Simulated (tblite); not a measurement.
# C4H12GeN2: the cost of one run

Computed with tblite 0.8.0 and PySCF 2.14.0, with density-fitted response routines of our own, on a single molecule in the gas phase. Atoms count from 0, in the outputs and in this text.

### Step 1. The starting structure

19 atoms, charge 0, multiplicity 1; geometry from: force field or distance geometry start.

Bonds of the start (Å): C0–N1 1.46, N1–C2 1.27, C2–C3 1.50, C3–N4 1.41, N4–C5 1.40, N4–Ge6 1.81, C0–H7 1.13, C0–H8 1.11, C0–H9 1.09, C2–H10 1.10, C3–H11 1.10, C3–H12 1.12, C5–H13 1.12, C5–H14 1.12, C5–H15 1.11, Ge6–H16 1.57, Ge6–H17 1.54, Ge6–H18 1.57.

### Step 2. Optimising the geometry with GFN2-xTB

The job: settings as JSON, then the geometry in Å.

```
{"job": {"kind": "relax", "xc": "GFN2-xTB", "basis": "xTB"}, "charge": 0, "multiplicity": 1}
C      3.363700     0.591400    -0.027900
N      2.022800     0.991000    -0.456700
C      1.141000     0.076400    -0.540900
C     -0.271700     0.328600    -0.966600
N     -1.237900    -0.030700    -0.001400
C     -1.474100    -1.370100     0.342600
Ge    -2.311700     1.232200     0.720000
H      3.561700     1.115800     0.948300
H      3.465600    -0.505800     0.076400
H      4.033900     0.990500    -0.784700
H      1.407200    -0.961800    -0.307300
H     -0.392900     1.366800    -1.317000
H     -0.470100    -0.297300    -1.870600
H     -1.127300    -2.054000    -0.472600
H     -1.043500    -1.668400     1.329900
H     -2.566700    -1.528100     0.454400
H     -2.586500     0.975200     2.245700
H     -1.788500     2.675000     0.548600
H     -3.734800     1.112900     0.072400
```

Run with:

```bash
$ OMP_NUM_THREADS=1 python probes_run.py task.json out
```

This one command runs all jobs of the session in turn.

**Question.** How long does this first job take on 1 thread of Arm Neoverse V2, shared host?

About 1.3 s.
